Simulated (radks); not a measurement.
# Valence configurations of S

Aim: which of several valence configurations of S lies lowest at this level, and whether it is the one NIST lists ([Ne] 3s2 3p4).

Program: radks (a radial shooting solver on a logarithmic mesh, Libxc functionals) version 1. Level of theory: Dirac Kohn-Sham, LDA (Slater exchange, Perdew-Wang correlation), spin-unpolarised, spherical densities, finite nucleus; open shells fill j = l - 1/2 first. These are calculated values, not measurements, unless marked.

## 1. The system

| Item | Value |
| --- | --- |
| element | sulfur (Z = 16) |
| charge | 0 |
| electrons | 16 |
| configuration | [Ne] 3s2 3p4 |
| nuclear rms radius | 3.2611 fm |
| others tried | 3s1 3p5; 3p6; 3s1.5 3p4.5; 3s0.5 3p5.5 |

## 2. [Ne] 3s2 3p4

Input:

```text
Z 16
configuration [Ne] 3s2 3p4
relativity Dirac
functional lda,pw
spin unpolarised
j_filling energy
nucleus finite rms 3.2611 fm
c 137.035999084
```

## 3. [Ne] 3s1 3p5

Settings, as their differences from step 2:

```diff
@@ -1,3 +1,3 @@
 Z 16
-configuration [Ne] 3s2 3p4
+configuration [Ne] 3s1 3p5
 relativity Dirac
```

## 4. [Ne] 3p6

Settings, as their differences from step 3:

```diff
@@ -1,3 +1,3 @@
 Z 16
-configuration [Ne] 3s1 3p5
+configuration [Ne] 3p6
 relativity Dirac
```

## 5. [Ne] 3s1.5 3p4.5

Settings, as their differences from step 4:

```diff
@@ -1,3 +1,3 @@
 Z 16
-configuration [Ne] 3p6
+configuration [Ne] 3s1.5 3p4.5
 relativity Dirac
```

## 6. [Ne] 3s0.5 3p5.5

Settings, as their differences from step 5:

```diff
@@ -1,3 +1,3 @@
 Z 16
-configuration [Ne] 3s1.5 3p4.5
+configuration [Ne] 3s0.5 3p5.5
 relativity Dirac
```

Before running it: what results should come out? Wanted: for each run, valence; E − E(NIST configuration); highest level; its energy; 1s shift.

The runs gave:

| valence | E − E(NIST configuration) (eV) | highest level | its energy (eV) | 1s shift (eV) |
| --- | --- | --- | --- | --- |
| 3s2 3p4 | 0.000 | 3p3/2 | -7.068 | +0.00 |
| 3s1.5 3p4.5 | 5.117 | 3p3/2 | -7.346 | -0.72 |
| 3s1 3p5 | 10.269 | 3p3/2 | -7.613 | -1.42 |
| 3s0.5 3p5.5 | 15.452 | 3p3/2 | -7.872 | -2.09 |
| 3p6 | 20.667 | 3p3/2 | -8.122 | -2.74 |

**Reading.** The NIST configuration is the lowest of those tried, 5.117 eV under 3s1.5 3p4.5. The energies are those of spherical spin-averaged densities, not of single terms. The 1s eigenvalue shifts by up to 2.74 eV as the valence charge is rearranged.
